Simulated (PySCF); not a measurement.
# H8OSSi3: the cost of one run

Programs: PySCF 2.14.0, with density-fitted response routines of our own. Each step states its level of theory. These are calculated values for one molecule in the gas phase, unless marked as measured. Atoms count from 0, in the outputs and in this text.

## (1) The starting structure

13 atoms, charge 0, multiplicity 1; geometry from: GFN2-xTB. The atoms were then displaced at random by about 0.01 Å, so the start is not that level's minimum.

Bonds of the start (Å): Si0–O1 1.65, O1–Si2 1.63, Si2–Si3 2.26, Si3–S4 2.19, Si0–H5 1.42, Si0–H6 1.46, Si0–H7 1.48, Si2–H8 1.50, Si2–H9 1.46, Si3–H10 1.46, Si3–H11 1.47, S4–H12 1.34.

## (2) Relaxing the molecule at PBE0-D3(BJ)/def2-SVP

What the job is given:

```
{"job": {"xc": "PBE0", "basis": "def2-SVP", "d3": "d3bj", "grid": 1, "shake": 0.01, "kind": "geom"}, "charge": 0, "multiplicity": 1}
Si     2.792550    -0.074650     0.027290
O      1.162050     0.077150     0.210930
Si    -0.304130     0.750650     0.461410
Si    -1.687760    -0.890090    -0.256680
S     -3.772470    -0.217410    -0.120600
H      3.098870    -1.323540     0.638880
H      3.010350    -0.033400    -1.418870
H      3.428470     1.085550     0.687030
H     -0.343470     1.110900     1.912070
H     -0.343220     2.004550    -0.287330
H     -1.584680    -1.332640    -1.640160
H     -1.804080    -2.113170     0.553720
H     -3.646650     0.939230    -0.778010
```

Command:

```
$ OMP_NUM_THREADS=1 python probes_run.py task.json out
```

This one command runs all jobs of the session in turn.

Q: Estimate the wall time and peak memory of this first job on 1 thread of Arm Neoverse V1, shared host.

About 2.1 min, with a peak of 0.52 GiB.
